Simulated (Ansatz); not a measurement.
# Ga2O3: the cost of one run

Method: DFT PBE, scalar-relativistic, plane waves, PAW, in Ansatz 0.2.0.

### 1 The system as given

It takes space group R-3c (No. 167, trigonal). The conventional cell has a = 4.997 Å, b = 4.997 Å, c = 13.451 Å, α = 90.00°, β = 90.00°, γ = 120.00°. Ga (site symmetry 3) has 6 O at 1.93 to 2.08 Å as nearest neighbours. O (site symmetry 2) has 4 Ga at 1.93 to 2.08 Å as nearest neighbours.

Coordinates:

```
Ga O
1.0
    -4.99740   -2.88525    4.48355
     4.99740   -2.88525    4.48355
     0.00000    5.77050    4.48355
Ga O
16 24
Cartesian
  -2.4987 -1.4426 7.0246
  2.4987 -1.4426 7.0246
  0.0000 2.8852 7.0246
  0.0000 0.0000 11.5082
  -2.4987 -1.4426 4.1842
  2.4987 -1.4426 4.1842
  0.0000 2.8852 4.1842
  0.0000 0.0000 8.6678
  0.0000 0.0000 1.9425
  0.0000 -2.8852 6.4260
  -2.4987 1.4426 6.4260
  2.4987 1.4426 6.4260
  0.0000 0.0000 4.7829
  0.0000 -2.8852 9.2664
  -2.4987 1.4426 9.2664
  2.4987 1.4426 9.2664
  -1.7412 -2.7547 5.6044
  3.2562 -2.7547 5.6044
  0.7575 1.5732 5.6044
  0.7575 -1.3121 10.0880
  -4.0138 -1.4426 5.6044
  0.9836 -1.4426 5.6044
  -1.5151 2.8852 5.6044
  -1.5151 0.0000 10.0880
  -1.7412 -0.1306 5.6044
  3.2562 -0.1306 5.6044
  0.7575 4.1973 5.6044
  0.7575 1.3121 10.0880
  -0.7575 1.3121 3.3627
  -0.7575 -1.5732 7.8462
  -3.2562 2.7547 7.8462
  1.7412 2.7547 7.8462
  -0.7575 -1.3121 3.3627
  -0.7575 -4.1973 7.8462
  -3.2562 0.1306 7.8462
  1.7412 0.1306 7.8462
  1.5151 0.0000 3.3627
  1.5151 -2.8852 7.8462
  -0.9836 1.4426 7.8462
  4.0138 1.4426 7.8462
```

The runs take a perfect supercell of 40 atoms; the defect goes to fractional position (0.750, 0.402, 0.098).

### 2 The perfect supercell

The input, input.yaml:

```yaml
crystal:
  lattice:
    - [-4.997398, -2.885249, 4.48355]
    - [4.997398, -2.885249, 4.48355]
    - [0.0, 5.770499, 4.48355]
  atoms:
    - { symbol: Ga, position: [0.855586, 0.355586, 0.355586] }
    - { symbol: Ga, position: [0.355586, 0.855586, 0.355586] }
    - { symbol: Ga, position: [0.355586, 0.355586, 0.855586] }
    - { symbol: Ga, position: [0.855586, 0.855586, 0.855586] }
    - { symbol: Ga, position: [0.644414, 0.144414, 0.144414] }
    - { symbol: Ga, position: [0.144414, 0.644414, 0.144414] }
    - { symbol: Ga, position: [0.144414, 0.144414, 0.644414] }
    - { symbol: Ga, position: [0.644414, 0.644414, 0.644414] }
    - { symbol: Ga, position: [0.144414, 0.144414, 0.144414] }
    - { symbol: Ga, position: [0.644414, 0.644414, 0.144414] }
    - { symbol: Ga, position: [0.644414, 0.144414, 0.644414] }
    - { symbol: Ga, position: [0.144414, 0.644414, 0.644414] }
    - { symbol: Ga, position: [0.355586, 0.355586, 0.355586] }
    - { symbol: Ga, position: [0.855586, 0.855586, 0.355586] }
    - { symbol: Ga, position: [0.855586, 0.355586, 0.855586] }
    - { symbol: Ga, position: [0.355586, 0.855586, 0.855586] }
    - { symbol: O, position: [0.75, 0.401584, 0.098416] }
    - { symbol: O, position: [0.25, 0.901584, 0.098416] }
    - { symbol: O, position: [0.25, 0.401584, 0.598416] }
    - { symbol: O, position: [0.75, 0.901584, 0.598416] }
    - { symbol: O, position: [0.901584, 0.098416, 0.25] }
    - { symbol: O, position: [0.401584, 0.598416, 0.25] }
    - { symbol: O, position: [0.401584, 0.098416, 0.75] }
    - { symbol: O, position: [0.901584, 0.598416, 0.75] }
    - { symbol: O, position: [0.598416, 0.25, 0.401584] }
    - { symbol: O, position: [0.098416, 0.75, 0.401584] }
    - { symbol: O, position: [0.098416, 0.25, 0.901584] }
    - { symbol: O, position: [0.598416, 0.75, 0.901584] }
    - { symbol: O, position: [0.25, 0.098416, 0.401584] }
    - { symbol: O, position: [0.75, 0.598416, 0.401584] }
    - { symbol: O, position: [0.75, 0.098416, 0.901584] }
    - { symbol: O, position: [0.25, 0.598416, 0.901584] }
    - { symbol: O, position: [0.401584, 0.25, 0.098416] }
    - { symbol: O, position: [0.901584, 0.75, 0.098416] }
    - { symbol: O, position: [0.901584, 0.25, 0.598416] }
    - { symbol: O, position: [0.401584, 0.75, 0.598416] }
    - { symbol: O, position: [0.098416, 0.401584, 0.25] }
    - { symbol: O, position: [0.598416, 0.901584, 0.25] }
    - { symbol: O, position: [0.598416, 0.401584, 0.75] }
    - { symbol: O, position: [0.098416, 0.901584, 0.75] }
basis:
  ecutwfc: 420
  fft_grid_basis: typed
kpoints:
  mp_grid: { grid: [3, 3, 3] }
hamiltonian:
  xc: pbe
  pseudopotentials: { kind: paw }
scf:
  occupations: { method: gaussian, width: 0.05 }
output:
  forces: true
  stress: false
  eigenvalues: true
  bader: false
  write_density: true
  volumetric_format: npy
```

Started as:

```console
> ansatz run input.yaml --threads 4 --pin off --max-ram 10240MiB --backend cpu --events-out ev --progress --plain --runs-dir out
```

What time and memory should one allow on 4 threads of Intel Xeon Platinum 8488C (Sapphire Rapids), shared host?

About 5.1 s, with a peak of 2 GiB.
